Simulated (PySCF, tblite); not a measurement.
# C₆H₁₁ClO₂S: geometry, infrared bands and NMR shifts

Aim: predict the infrared bands and NMR shifts of C₆H₁₁ClO₂S (`O=S(=O)(Cl)C1CCCCC1`).

Computed with tblite 0.8.0 and PySCF 2.14.0, with density-fitted response routines of our own, on a single molecule in the gas phase. Atoms are numbered from 0 throughout.

## (1) Starting geometry

21 atoms, charge 0, multiplicity 1; geometry from: force field or distance geometry start.

Bonds of the start (Å): O0–S1 1.51, S1–O2 1.51, S1–Cl3 2.06, S1–C4 1.75, C4–C5 1.53, C5–C6 1.53, C6–C7 1.53, C7–C8 1.52, C8–C9 1.51, C9–C4 1.51, C4–H10 1.13, C5–H11 1.11, C5–H12 1.09, C6–H13 1.09, C6–H14 1.11, C7–H15 1.10, C7–H16 1.12, C8–H17 1.13, C8–H18 1.12, C9–H19 1.13, C9–H20 1.12.

## (2) Optimising the geometry with GFN2-xTB

What the job is given:

```
{"job": {"kind": "relax", "xc": "GFN2-xTB", "basis": "xTB"}, "charge": 0, "multiplicity": 1}
O      3.030900     1.388400    -0.491800
S      2.554200     0.022900    -0.046300
O      3.304200    -1.000000    -0.870800
Cl     2.990500    -0.107300     1.962600
C      0.843100    -0.056700    -0.404100
C      0.202500     1.192500     0.214100
C     -1.197600     1.213400    -0.399000
C     -1.936300     0.128000     0.396000
C     -1.363100    -1.192500    -0.103800
C      0.130500    -1.281700     0.109500
H      0.636200     0.018200    -1.514200
H      0.051900     0.963700     1.290300
H      0.776900     2.094700     0.010700
H     -1.680100     2.184400    -0.341200
H     -1.119400     0.798200    -1.425600
H     -3.027100     0.211400     0.282000
H     -1.675300     0.307700     1.475200
H     -1.508500    -1.204500    -1.226000
H     -1.887900    -2.062100     0.365200
H      0.356200    -1.452900     1.203300
H      0.509200    -2.148900    -0.486600
```

Started as:

```console
OMP_NUM_THREADS=1 python probes_run.py task.json out
```

The driver reads the jobs from task.json and runs them one after another.

The log of the run:

```text
step      E/eV     max force
  0    -935.33881    6.786
  1    -936.01222    1.598
  2    -936.12384    0.846
  3    -936.29631    0.687
  4    -936.35179    0.711
  5    -936.42414    0.528
  6    -936.46339    0.576
  7    -936.49025    0.578
  8    -936.51574    0.541
  9    -936.55174    0.371
 10    -936.59139    0.390
 11    -936.62631    0.342
 12    -936.65106    0.373
 13    -936.67213    0.382
 14    -936.69562    0.351
 15    -936.71618    0.275
 16    -936.73075    0.330
 17    -936.74199    0.281
 18    -936.74976    0.177
 19    -936.75422    0.128
 20    -936.75736    0.111
 21    -936.76032    0.139
 22    -936.76316    0.146
 23    -936.76532    0.088
 24    -936.76679    0.085
 25    -936.76814    0.093
 26    -936.76980    0.139
 27    -936.77175    0.130
 28    -936.77373    0.087
 29    -936.77563    0.086
 30    -936.77752    0.111
 31    -936.77935    0.126
 32    -936.78075    0.075
 33    -936.78165    0.062
 34    -936.78243    0.075
 35    -936.78345    0.102
 36    -936.78467    0.096
 37    -936.78582    0.083
 38    -936.78674    0.078
 39    -936.78751    0.089
 40    -936.78825    0.102
 41    -936.78887    0.066
 42    -936.78932    0.037
 43    -936.78966    0.041
 44    -936.79001    0.052
 45    -936.79040    0.049
 46    -936.79075    0.038
 47    -936.79099    0.037
 48    -936.79117    0.035
 49    -936.79135    0.031
 50    -936.79156    0.037
 51    -936.79183    0.042
 52    -936.79212    0.044
 53    -936.79241    0.051
 54    -936.79267    0.036
 55    -936.79290    0.036
 56    -936.79311    0.038
 57    -936.79330    0.032
 58    -936.79346    0.029
 59    -936.79361    0.029
 60    -936.79379    0.035
 61    -936.79396    0.031
 62    -936.79410    0.024
 63    -936.79419    0.021
 64    -936.79428    0.021
 65    -936.79439    0.033
 66    -936.79451    0.036
 67    -936.79461    0.020
 68    -936.79467    0.015
 69    -936.79471    0.013
 70    -936.79474    0.012
 71    -936.79477    0.013
 72    -936.79479    0.012
 73    -936.79479    0.006
```

Run time: 0.63 s. Hardware: 1 thread of Arm Neoverse V2, shared host.

Along the way: (not every step is listed)

| step | energy from step 0 (eV) | largest force (eV/Å) |
| --- | --- | --- |
| 0 | 0.0000 | 6.7861 |
| 1 | -0.6734 | 1.5980 |
| 2 | -0.7850 | 0.8462 |
| 3 | -0.9575 | 0.6866 |
| 4 | -1.0130 | 0.7105 |
| 5 | -1.0853 | 0.5285 |
| 6 | -1.1246 | 0.5762 |
| 7 | -1.1514 | 0.5777 |
| 8 | -1.1769 | 0.5411 |
| 14 | -1.3568 | 0.3513 |
| 20 | -1.4185 | 0.1110 |
| 26 | -1.4310 | 0.1393 |
| 32 | -1.4419 | 0.0754 |
| 38 | -1.4479 | 0.0780 |
| 44 | -1.4512 | 0.0516 |
| 50 | -1.4528 | 0.0367 |
| 56 | -1.4543 | 0.0381 |
| 62 | -1.4553 | 0.0237 |
| 68 | -1.4559 | 0.0152 |
| 69 | -1.4559 | 0.0135 |
| 70 | -1.4559 | 0.0121 |
| 71 | -1.4560 | 0.0133 |
| 72 | -1.4560 | 0.0120 |
| 73 | -1.4560 | 0.0061 |

Close pairs (by a distance rule), those that changed most:

| bond | before (Å) | after (Å) | change (Å) |
| --- | --- | --- | --- |
| O0–S1 | 1.513 | 1.428 | -0.085 |
| S1–O2 | 1.513 | 1.428 | -0.085 |
| S1–C4 | 1.750 | 1.810 | +0.060 |
| C4–H10 | 1.132 | 1.090 | -0.041 |
| C8–H17 | 1.132 | 1.092 | -0.040 |
| C9–H19 | 1.130 | 1.092 | -0.038 |
| C7–H16 | 1.125 | 1.092 | -0.033 |
| C8–H18 | 1.119 | 1.090 | -0.029 |

The final coordinates are the input of the step that follows.

## (3) Vibrational analysis with GFN2-xTB

What the job is given:

```
{"job": {"kind": "ir", "xc": "GFN2-xTB", "basis": "xTB"}, "charge": 0, "multiplicity": 1}
O      3.214259     1.176486    -0.511827
S      2.586057    -0.037591    -0.099091
O      3.182503    -1.278359    -0.478027
Cl     2.586330    -0.010029     1.940762
C      0.820878    -0.018749    -0.498667
C      0.229303     1.256149     0.051484
C     -1.278532     1.274263    -0.211619
C     -1.934160     0.033101     0.388889
C     -1.316390    -1.238601    -0.187124
C      0.190416    -1.261484     0.080920
H      0.823713    -0.031900    -1.589015
H      0.409407     1.295753     1.127859
H      0.716602     2.117847    -0.407026
H     -1.713665     2.174746     0.222690
H     -1.460860     1.298500    -1.287952
H     -3.005406     0.047570     0.183195
H     -1.799834     0.041698     1.472072
H     -1.495800    -1.276627    -1.263606
H     -1.781350    -2.116415     0.262174
H      0.365878    -1.280803     1.158597
H      0.651730    -2.148610    -0.355156
```

The log of the run:

```text
mode    cm-1     km/mol
  1      62.5      0.23
  2      84.2      2.29
  3     129.6      4.65
  4     175.4      1.15
  5     225.1      0.03
  6     260.1      2.57
  7     271.2      8.83
  8     315.7      9.47
  9     325.7     11.51
 10     346.4      6.63
 11     427.2     11.25
 12     428.0      0.09
 13     459.3    102.81
 14     512.6    149.98
 15     536.8     76.75
 16     755.8     74.54
 17     827.2      0.14
 18     863.8      9.22
 19     892.5      4.52
 20     933.6      1.31
 21     935.0      8.16
 22     966.4      1.30
 23     985.2     21.42
 24    1057.4      0.12
 25    1061.7     16.01
 26    1079.3      1.89
 27    1116.6      0.03
 28    1134.0      0.01
 29    1139.7    292.28
 30    1173.7     25.83
 31    1196.7      4.49
 32    1235.3      2.81
 33    1240.4      1.54
 34    1245.3      1.47
 35    1273.9     17.10
 36    1282.0    377.55
 37    1331.4      0.04
 38    1332.5     11.00
 39    1335.9      0.08
 40    1346.4      9.12
 41    1353.7      0.38
 42    1474.3      0.33
 43    1480.3      1.01
 44    1484.6      1.62
 45    1486.6      4.82
 46    1498.2      0.65
 47    2962.3      3.63
 48    2976.3      3.98
 49    2977.1      0.95
 50    2986.9      4.56
 51    2989.6      0.25
 52    2995.5      5.85
 53    2998.5    146.06
 54    2999.1      2.39
 55    3001.4     28.76
 56    3006.5     51.60
 57    3007.1     58.65
```

Wall time 0.91 s (1 thread of Arm Neoverse V2, shared host).

Which atoms move in the most intense modes:

| cm⁻¹ | km/mol | atoms |
| --- | --- | --- |
| 459 | 102.8 | S1 22 %, C4 12 %, O0 12 %, O2 12 % |
| 513 | 150.0 | S1 43 %, O0 20 %, O2 20 % |
| 537 | 76.8 | S1 19 % |
| 756 | 74.5 | C4 43 %, S1 18 % |
| 1140 | 292.3 | O0 31 %, O2 31 %, S1 22 % |
| 1282 | 377.6 | S1 43 %, O2 28 %, O0 28 % |
| 2998 | 146.1 | H11 22 %, H16 20 %, H19 19 %, H14 15 % |
| 3007 | 58.6 | H18 57 %, H20 17 % |

## (4) NMR shieldings: PBE0/pcSseg-1

Same as in step 3 but for these lines:

```diff
@@ -1,2 +1,2 @@
-{"job": {"kind": "ir", "xc": "GFN2-xTB", "basis": "xTB"}, "charge": 0, "multiplicity": 1}
+{"job": {"kind": "nmr", "xc": "PBE0", "basis": "pcSseg-1"}, "charge": 0, "multiplicity": 1}
 O      3.214259     1.176486    -0.511827
```

With the program's defaults for keys left out, this is: GIAO PBE0/pcSseg-1 NMR shielding, non-relativistic, gas phase.

The log of the run:

```text
coarse grid: 18760 points
cycle   1  E = -1242.9027896150  dE =  2.182e+00  |g| = 1.175e+00  |ddm| = 4.364e+00
cycle   2  E = -1242.1910570314  dE =  7.117e-01  |g| = 2.295e+00  |ddm| = 2.859e+00
cycle   3  E = -1243.1542854254  dE = -9.632e-01  |g| = 2.006e-01  |ddm| = 2.107e+00
cycle   4  E = -1243.1624093440  dE = -8.124e-03  |g| = 9.741e-02  |ddm| = 3.097e-01
cycle   5  E = -1243.1645374733  dE = -2.128e-03  |g| = 1.780e-02  |ddm| = 9.996e-02
cycle   6  E = -1243.1646077438  dE = -7.027e-05  |g| = 3.817e-03  |ddm| = 2.425e-02
cycle   7  E = -1243.1646107975  dE = -3.054e-06  |g| = 7.947e-04  |ddm| = 4.615e-03
final grid: 172248 points
cycle   8  E = -1243.2476734016  dE = -6.462e-05  |g| = 1.221e-02  |ddm| = 4.326e-02
cycle   9  E = -1243.2476293989  dE =  4.400e-05  |g| = 1.870e-02  |ddm| = 2.752e-02
cycle  10  E = -1243.2477047959  dE = -7.540e-05  |g| = 2.468e-03  |ddm| = 1.823e-02
cycle  11  E = -1243.2477058623  dE = -1.066e-06  |g| = 5.715e-04  |ddm| = 2.275e-03
cycle  12  E = -1243.2477059316  dE = -6.930e-08  |g| = 8.567e-05  |ddm| = 6.003e-04
cycle  13  E = -1243.2477059329  dE = -1.340e-09  |g| = 3.521e-05  |ddm| = 1.048e-04
cycle  14  E = -1243.2477059331  dE = -2.292e-10  |g| = 1.409e-05  |ddm| = 3.546e-05
converged SCF energy = -1243.2477059331

GIAO shielding tensors (ppm)
atom      isotropic    diamagn.    paramagn.     s11        s22        s33       span
  0 O       36.768     397.507    -360.739    -44.817     -1.132    156.254    201.071
  1 S      130.173    1047.631    -917.458      2.626    113.548    274.345    271.718
  2 O       36.746     397.474    -360.727    -44.918     -1.032    156.189    201.107
  3 Cl     446.110    1146.893    -700.783     94.371    233.681   1010.278    915.906
  4 C      110.037     256.663    -146.626     81.474     90.320    158.316     76.842
  5 C      157.855     249.467     -91.612    153.116    158.030    162.419      9.303
  6 C      158.774     246.901     -88.127    154.758    157.299    164.264      9.506
  7 C      158.410     247.606     -89.197    155.194    157.068    162.967      7.774
  8 C      158.767     246.952     -88.185    154.726    157.421    164.154      9.429
  9 C      157.880     249.416     -91.536    153.187    158.001    162.451      9.264
 10 H       28.836      33.545      -4.708     26.743     28.359     31.408      4.665
 11 H       30.085      31.594      -1.509     25.630     30.267     34.358      8.728
 12 H       29.397      31.754      -2.357     23.549     29.114     35.529     11.980
 13 H       29.770      29.522       0.249     24.485     27.574     37.253     12.768
 14 H       30.523      30.929      -0.406     26.387     28.406     36.777     10.389
 15 H       30.009      28.989       1.020     24.887     27.556     37.583     12.696
 16 H       30.632      30.535       0.096     27.583     28.061     36.251      8.668
 17 H       30.531      30.942      -0.411     26.416     28.405     36.772     10.357
 18 H       29.772      29.531       0.241     24.481     27.574     37.259     12.778
 19 H       30.102      31.583      -1.481     25.679     30.289     34.338      8.659
 20 H       29.404      31.737      -2.333     23.562     29.104     35.547     11.985
```

It took 60 s on 1 thread of Arm Neoverse V2, shared host; peak memory 1.1 GiB.

Shifts follow as δ = σ(reference) − σ, with reference shieldings (ppm) from runs at the same level and on the same kind of geometry: ¹H TMS 31.72, ¹³C TMS 186.9, ¹⁷O H2O 336.1, ³³S CS2 504, ³⁵Cl HCl 950. The references are single molecules in the gas phase, so shifts against H2O, NH3, PH3, H3PO4 or CFCl3 are not on the usual liquid scales and can be off by tens of ppm. Atoms listed in one row are averaged.

| atoms | environment | σ (ppm) | δ (ppm) | δ scaled to CDCl3 |
| --- | --- | --- | --- | --- |
| C4 | sp3 CH bonded to S | 110.0 | 76.9 | 68.7 |
| C5, C9 | sp3 CH2 in a ring | 157.9 | 29.1 | 26.4 |
| C7 | sp3 CH2 in a ring | 158.4 | 28.5 | 25.9 |
| C6, C8 | sp3 CH2 in a ring | 158.8 | 28.2 | 25.6 |
| H10 | hydrogen on an sp3 CH bonded to S | 28.84 | 2.88 | 2.82 |
| H12, H20 | hydrogen on an sp3 CH2 in a ring | 29.40 | 2.32 | 2.29 |
| H13, H18 | hydrogen on an sp3 CH2 in a ring | 29.77 | 1.95 | 1.94 |
| H15 | hydrogen on an sp3 CH2 in a ring | 30.01 | 1.71 | 1.72 |
| H11, H19 | hydrogen on an sp3 CH2 in a ring | 30.09 | 1.62 | 1.64 |
| H14, H17 | hydrogen on an sp3 CH2 in a ring | 30.53 | 1.19 | 1.23 |
| H16 | hydrogen on an sp3 CH2 in a ring | 30.63 | 1.09 | 1.13 |
| O0, O2 | S=O oxygen | 36.8 | 299.3 | – |
| S1 | sulfonyl sulfur | 130 | 374 | – |
| Cl3 | chlorine bonded to S | 446 | 504 | – |

The scaled column applies a straight-line fit of computed shieldings to shifts measured in CDCl3, with any fitted terms for Cl, Br or S neighbours (root-mean-square error 0.16 ppm for H, 1.9 ppm for C).

The run also stored atomic charges by several schemes (e):

| atoms | Mulliken | IAO | Hirshfeld | ESP fit |
| --- | --- | --- | --- | --- |
| O0, O2 | -0.48 | -0.84 | -0.28 | -0.40 |
| S1 | 1.04 | 1.95 | 0.53 | 0.72 |
| Cl3 | -0.15 | -0.28 | -0.05 | -0.11 |
| C4 | -0.48 | -0.28 | -0.02 | -0.07 |
| C5, C9 | -0.17 | -0.27 | -0.08 | -0.21 |
| C6, C8 | -0.20 | -0.25 | -0.06 | 0.10 |
| C7 | -0.23 | -0.26 | -0.07 | -0.14 |

Mayer bond orders: O0–S1 1.76, S1–O2 1.77, S1–Cl3 0.83, S1–C4 0.86, C4–C5 0.97, C5–C6 1.04, C6–C7 1.04, C7–C8 1.04, C8–C9 1.04, C9–C4 0.97.

Ring of atoms C4, C5, C6, C7, C8, C9: NICS(0) -3.6, NICS(1) -3.1, NICS(1)zz 2.3 ppm (means of both faces).

The fields below are evaluated on a grid from the run's orbitals.

Frontier orbitals at PBE0/pcSseg-1, with the share of their density that lies nearest to each atom:

| orbital | energy (eV) | lies on |
| --- | --- | --- |
| HOMO | -8.88 | O0, O2 about 16 % each; Cl3 11 %; C4 11 % |
| LUMO | -1.27 | Cl3 37 %; S1 31 %; O0, O2 about 9 % each |

ELF in a plane through or near 10 of the atoms.

Ten even steps from ' ' (0.00) to '@' (1.00):
```
                                                        
                                                        
                                                        
                    ..++**..      --++--                
          ......    **@@@@%%--  --@@@@@@==              
        ::++****::  **@@@@@@++..++@@@@@@++              
      --##%%%%%%++  --@@@@****##====%%++..              
    ..==%%%%++%%++    ++--..==@@..##==::                
      --**######++--::##%%****##==++##==--**##::        
        ..==--++--##%%::==**--  --##****@@@@@@%%        
        ..==--++--##%%::==**--  --##****@@@@@@%%        
      --**######++--::##%%****##==++##----****::        
    ..==%%%%==##++    ++==  ++@@::**==::                
      --##%%%%%%++  ::%%@@****##==++%%++..              
        ::++****::  ##@@@@@@++..++@@@@@@++              
          ......    ##@@@@%%--  --@@@@@@==              
                    ..++**::      --++--                
                                                        
                                                        
                                                        
```
The map spans 11.6 Å across and 9.5 Å up, centred on the molecule. Atoms in the plane (x, y in Å): O0 (-3.2, 1.2), S1 (-2.6, 0.0), O2 (-3.2, -1.2), C4 (-0.8, 0.0), C5 (-0.2, 1.3), C6 (1.3, 1.3), C8 (1.3, -1.3), C9 (-0.2, -1.3), H12 (-0.7, 2.1), H20 (-0.7, -2.1).

On the surface of density 0.002 e/bohr³ the electrostatic potential runs, from the 1st to the 99th percentile, from -1.44 V near O0 to 1.38 V near H10.

## (5) Outcome

| quantity | value |
| --- | --- |
| strongest single infrared mode (GFN2-xTB) | 1282 cm⁻¹, 378 km/mol |
| zero-point energy (GFN2-xTB) | 105.8 kcal/mol |
| ¹³C shifts against TMS (PBE0/pcSseg-1, means over atoms taken as alike) | 76.9, 29.1, 28.5, 28.2 ppm |
| ¹H shifts against TMS (PBE0/pcSseg-1, means over atoms taken as alike) | 2.88, 2.32, 1.95, 1.71, 1.62, 1.19, 1.09 ppm |
| ¹⁷O shifts against H2O (PBE0/pcSseg-1, means over atoms taken as alike) | 299.3 ppm |
| ³³S shifts against CS2 (PBE0/pcSseg-1) | 374 ppm |
| ³⁵Cl shifts against HCl (PBE0/pcSseg-1) | 504 ppm |
| surface potential, 1st and 99th percentile | -1.44 V and 1.38 V |

Relaxing lowered the energy by 1.456 eV in 73 steps; the close pair that moved most is O0–S1, from 1.513 to 1.428 Å. All 57 modes are real, so the xTB geometry is a minimum. The strongest single mode, at 1282 cm⁻¹, has its largest shares on S1, O2 and O0 (the list is cut at 3 atoms). GFN2-xTB is a fitted tight-binding method: band positions and strengths are rough. Its intensities can rank the bands wrongly. At PBE0/pcSseg-1: Shielding is most anisotropic at Cl3 (span 916 ppm, paramagnetic term -701 ppm). At PBE0/pcSseg-1, counted by nearest atom on the grid, the HOMO lies on O0, O2 about 16 % each; Cl3 11 %, the LUMO on Cl3 37 %; S1 31 %.
